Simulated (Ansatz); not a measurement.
# H4SSeSi: one species, many methods

An exercise on one series of results from a longer session: the logs are not shown, and one member is left open.

Method: functionals in def2-TZVPP, the program's frozen cores in correlated methods; program: Ansatz 0.2.0, Gaussian basis.

The runs, in order: LDA (SPW92), PBE-D4, revPBE-D4, BLYP-D4, r2SCAN-D4, B97M-V, PBE0-D4, B3LYP-D4, r2SCANh-D4, r2SCAN0-D4, HSE06-D4, BHLYP-D4, CAM-B3LYP-D4, LC-ωPBE, ωB97X-V, ωB97M-V, B2PLYP, PBE-QIDH; CCSD(T)/def2-SVP; CCSD(T)/def2-TZVPP; MP2/def2-QZVPP; extrapolation to the limit; RPA on PBE.

### The relaxed structure

The geometry comes from an earlier relaxation with PBE0-D4 in a triple-zeta def2 set; it is a stationary point, not always the lowest conformer.

SMILES `S[SiH2][SeH]`, 7 atoms, charge 0, spin multiplicity 1.

Atoms are counted from 1 here; the program's logs count them from 0.

Bond lengths: S1–Si2 2.128 Å, S1–H4 1.344 Å, Si2–Se3 2.280 Å, Si2–H5 1.484 Å, Si2–H6 1.482 Å, Se3–H7 1.470 Å. Angles: Si2–S1–H4 94.4°, S1–Si2–Se3 108.9°, S1–Si2–H5 113.1°, S1–Si2–H6 104.0°, Se3–Si2–H5 108.1°, Se3–Si2–H6 112.9°, H5–Si2–H6 109.9°, Si2–Se3–H7 92.5°.

Geometry (Å):

```xyz
7

S    -2.02010    0.11160   -0.52762
Si   -0.09868    0.36678    0.35074
Se    1.05410   -1.59325    0.18709
H    -1.53708   -0.22427   -1.73642
H     0.70416    1.42937   -0.30298
H    -0.39408    0.74805    1.75234
H     2.35297   -0.90628    0.23104
```

The first run:

Input file in.yaml:

```yaml
crystal:
  periodic: [false, false, false]
  atoms:
    - {symbol: S, position_ang: [-2.020096, 0.111597, -0.527617]}
    - {symbol: Si, position_ang: [-0.098678, 0.366780, 0.350742]}
    - {symbol: Se, position_ang: [1.054101, -1.593248, 0.187089]}
    - {symbol: H, position_ang: [-1.537079, -0.224272, -1.736418]}
    - {symbol: H, position_ang: [0.704156, 1.429370, -0.302978]}
    - {symbol: H, position_ang: [-0.394075, 0.748054, 1.752337]}
    - {symbol: H, position_ang: [2.352971, -0.906281, 0.231044]}
basis:
  gaussian: {orbitals: def2-TZVPP}
hamiltonian: {xc: lda}
output: {orbitals: {seedname: orbitals}}
```

The run is started by

```bash
> ansatz run in.yaml --threads 2 --pin off --events-out ev --progress --plain --max-ram 4352MiB
```

Among the steps run: LDA; PBE-D4 (GGA); revPBE-D4 (GGA); BLYP-D4 (GGA); r2SCAN-D4 (meta-GGA); B97M-V (meta-GGA); PBE0-D4 (hybrid); B3LYP-D4 (hybrid); r2SCANh-D4 (hybrid); r2SCAN0-D4 (hybrid); HSE06-D4 (hybrid); BHLYP-D4 (hybrid); CAM-B3LYP-D4 (range-separated); LC-ωPBE (range-separated); ωB97X-V (range-separated); ωB97M-V (range-separated); B2PLYP (double hybrid); PBE-QIDH (double hybrid).

One of the session's tables, all rows but one given; the rest of the session is left out.

It belongs to the step «Frontier levels by functional». 

| functional | HOMO (eV) | gap (eV) |
| --- | --- | --- |
| LDA (SPW92) | ? | ? |
| PBE-D4 | -6.03 | 4.86 |
| revPBE-D4 | -5.99 | 4.89 |
| BLYP-D4 | -5.86 | 4.78 |
| r2SCAN-D4 | -6.32 | 5.43 |
| B97M-V | -6.40 | 5.39 |
| PBE0-D4 | -7.18 | 6.88 |
| B3LYP-D4 | -6.94 | 6.39 |
| r2SCANh-D4 | -6.74 | 6.16 |
| r2SCAN0-D4 | -7.37 | 7.24 |
| HSE06-D4 | -6.79 | 6.11 |
| BHLYP-D4 | -8.18 | 8.77 |
| CAM-B3LYP-D4 | -8.46 | 9.18 |
| LC-ωPBE | -9.83 | 11.72 |
| ωB97X-V | -9.48 | 11.25 |
| ωB97M-V | -9.33 | 10.87 |

**Question.** Estimate the row for LDA (SPW92).

The run gave: HOMO (eV): -6.16; gap (eV): 4.79. In the column «HOMO (eV)» it lies between r2SCAN-D4 (-6.32) and PBE-D4 (-6.03).
